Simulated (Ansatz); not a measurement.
# La8Ga7O24: the cost of one run

Program: Ansatz 0.2.0, PAW, plane waves. These are calculated values, not measurements.

**1. Starting point**

39 atoms (8 La, 7 Ga, 24 O); a = 7.729 Å, b = 7.729 Å, c = 7.729 Å, α = 90.00°, β = 90.00°, γ = 90.00°. All atoms were shaken off their sites by about 0.02 Å along each axis. Defect site 1: (0.250, 0.250, 0.250).

Steps to follow: (2) PBEsol relaxation at the single k point (¼, ¼, ¼), on 1 × NVIDIA H100 80GB HBM3 with 2 threads of AMD EPYC 7R13; (3) HSE06 single point at the single k point (¼, ¼, ¼), on 1 × NVIDIA H100 80GB HBM3 with 2 threads of AMD EPYC 7R13.

**2. Relaxation of the positions (PBEsol)**

in.yaml

```yaml
crystal:
  lattice:
    - [7.729308, 0.000000, 0.000000]
    - [0.000000, 7.729308, 0.000000]
    - [0.000000, 0.000000, 7.729308]
  atoms:
    - { symbol: La, position: [0.000232, 0.004173, 0.002018] }
    - { symbol: La, position: [0.996308, 0.997247, 0.498707] }
    - { symbol: La, position: [0.998002, 0.497335, 0.003127] }
    - { symbol: La, position: [0.996432, 0.502006, 0.503075] }
    - { symbol: La, position: [0.499551, 0.002892, 0.996365] }
    - { symbol: La, position: [0.504694, 0.000012, 0.503832] }
    - { symbol: La, position: [0.496769, 0.499202, 0.000440] }
    - { symbol: La, position: [0.499837, 0.497712, 0.499040] }
    - { symbol: Ga, position: [0.248923, 0.252671, 0.751172] }
    - { symbol: Ga, position: [0.249551, 0.749660, 0.246862] }
    - { symbol: Ga, position: [0.251077, 0.750141, 0.748469] }
    - { symbol: Ga, position: [0.747394, 0.249914, 0.252864] }
    - { symbol: Ga, position: [0.755956, 0.254375, 0.752093] }
    - { symbol: Ga, position: [0.748999, 0.749489, 0.254442] }
    - { symbol: Ga, position: [0.747426, 0.753075, 0.754490] }
    - { symbol: O, position: [0.248154, 0.249809, 0.999233] }
    - { symbol: O, position: [0.251972, 0.248412, 0.502910] }
    - { symbol: O, position: [0.252515, 0.748094, 0.003396] }
    - { symbol: O, position: [0.254076, 0.749959, 0.497981] }
    - { symbol: O, position: [0.755241, 0.249617, 0.997507] }
    - { symbol: O, position: [0.749003, 0.249073, 0.499812] }
    - { symbol: O, position: [0.748662, 0.750541, 0.995348] }
    - { symbol: O, position: [0.752840, 0.755359, 0.501421] }
    - { symbol: O, position: [0.998909, 0.249413, 0.250840] }
    - { symbol: O, position: [0.996803, 0.249928, 0.749639] }
    - { symbol: O, position: [0.999374, 0.749972, 0.247615] }
    - { symbol: O, position: [0.999881, 0.753439, 0.753161] }
    - { symbol: O, position: [0.502961, 0.247682, 0.241361] }
    - { symbol: O, position: [0.498973, 0.247382, 0.750453] }
    - { symbol: O, position: [0.496513, 0.753776, 0.253081] }
    - { symbol: O, position: [0.495480, 0.750781, 0.745206] }
    - { symbol: O, position: [0.248541, 0.000574, 0.248029] }
    - { symbol: O, position: [0.248713, 0.001632, 0.749164] }
    - { symbol: O, position: [0.248931, 0.501557, 0.250519] }
    - { symbol: O, position: [0.249888, 0.504388, 0.753116] }
    - { symbol: O, position: [0.755216, 0.999538, 0.247836] }
    - { symbol: O, position: [0.753362, 0.000347, 0.749968] }
    - { symbol: O, position: [0.748247, 0.496494, 0.248220] }
    - { symbol: O, position: [0.751032, 0.496637, 0.745805] }
  symmetry: { detect: false }
kpoints:
  mp_grid: { grid: [1, 1, 1], shift: [0.25, 0.25, 0.25] }
hamiltonian:
  xc: pbesol
total_charge: -1
scf:
  occupations: { method: fermi_dirac, width: 0.01 }
relax:
  f_tol: 0.03
  max_steps: 80
  escape_saddle: false
  adjacent_minimum: "off"
output:
  forces: true
  eigenvalues: true
  populations: true
  charged_corrections: { epsilon: 27 }
  write_density: true
  write_potential: true
  elf: true
  volumetric_format: npy
```

Started as:

```sh
$ ansatz run in.yaml --threads 2 --pin off --max-ram 30400MiB --runs-dir r --events-out ev --progress --plain --backend cuda --devices 0, --max-vram 18GiB
```

**Question.** How long does this run take on 1 × NVIDIA H100 80GB HBM3 with 2 threads of AMD EPYC 7R13, shared host, and how much memory does it need?

About 18 s, with a peak of 1.3 GiB on the host.
